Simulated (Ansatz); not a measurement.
Geometry optimisation, Ansatz, DFT PBEsol, scalar-relativistic, plane waves, PAW.

Input:

```yaml
crystal:
  lattice:
    - [6.3, 0.0, 0.0]
    - [0.0, 6.3, 0.0]
    - [0.0, 0.0, 6.3]
  atoms:
    - { symbol: Mo, position: [0.0, 0.0, 0.0] }
    - { symbol: Mo, position: [0.5, 0.0, 0.0] }
    - { symbol: Mo, position: [0.0, 0.5, 0.0] }
    - { symbol: Mo, position: [0.0, 0.0, 0.5] }
    - { symbol: Mo, position: [0.25, 0.25, 0.25] }
    - { symbol: Mo, position: [0.5, 0.5, 0.0] }
    - { symbol: Mo, position: [0.5, 0.0, 0.5] }
    - { symbol: Mo, position: [0.75, 0.25, 0.25] }
    - { symbol: Mo, position: [0.0, 0.5, 0.5] }
    - { symbol: Mo, position: [0.25, 0.75, 0.25] }
    - { symbol: Mo, position: [0.25, 0.25, 0.75] }
    - { symbol: Mo, position: [0.5, 0.5, 0.5] }
    - { symbol: Mo, position: [0.75, 0.75, 0.25] }
    - { symbol: Mo, position: [0.75, 0.25, 0.75] }
    - { symbol: Mo, position: [0.25, 0.75, 0.75] }
    - { symbol: Mo, position: [0.75, 0.75, 0.75] }
    - { symbol: Li, position: [0.3789134, 0.5000606, 0.2510976] }
basis:
  ecutwfc: 420.0
kpoints:
  mp_grid: { grid: [3, 3, 3] }
hamiltonian:
  xc: pbesol
scf:
  occupations: { method: gaussian, width: 0.05 }
  lower_state_search: "off"
relax:
  f_tol: 0.03
  max_steps: 60
  adjacent_minimum: "off"
output:
  write_density: true
  write_potential: true
  elf: true
  volumetric_format: npy
```

Command:

```bash
$ ansatz run input.yaml --threads 4 --pin off --max-ram 10240MiB --backend cpu --events-out ev --progress --plain --runs-dir out
```

Question: Where does it end, and by what steps?

Answer: The forces met the threshold. The force dipped under the threshold on the way, but the program's further checks kept it going. Limits of this set-up: coarse k mesh, a small cell, in which the defect meets its images, a typed lattice constant that wasn't relaxed here. After 9 steps the energy has fallen by 4.647 eV; Li17 moved furthest, 0.72 Å.

```csv
step,energy less start (eV),largest force component (eV/Å),accepted
0,0.0000,7.417,yes
1,-3.0895,3.672,yes
2,-3.8143,1.490,yes
3,-4.3667,0.445,yes
4,-4.5437,0.355,yes
5,-4.5995,0.532,yes
6,-4.6083,0.442,yes
7,-4.6447,0.213,yes
8,-4.6465,0.020,yes
9,-4.6465,0.020,yes
```

```xyz
17
Lattice="6.3000 0.0000 0.0000 0.0000 6.3000 0.0000 0.0000 0.0000 6.3000" Properties=species:S:1:pos:R:3
Mo -0.045 0.000 -0.001
Mo 3.105 0.000 0.017
Mo -0.045 3.150 0.018
Mo -0.045 0.000 3.152
Mo 1.481 1.526 1.575
Mo 3.105 3.150 -0.399
Mo 3.105 0.000 3.133
Mo 4.729 1.526 1.576
Mo -0.045 3.150 3.133
Mo 1.481 4.774 1.575
Mo 1.457 1.502 4.725
Mo 3.105 3.150 3.550
Mo 4.729 4.774 1.576
Mo 4.753 1.502 4.726
Mo 1.457 4.798 4.725
Mo 4.753 4.798 4.726
Li 3.105 3.150 1.575
```

Whether the end is a true minimum wasn't checked by a vibrational analysis.

The run took 89 s on 4 threads of AMD EPYC 7R13 Processor (Zen 3), with other jobs on the host, peak memory 1.4 GiB.
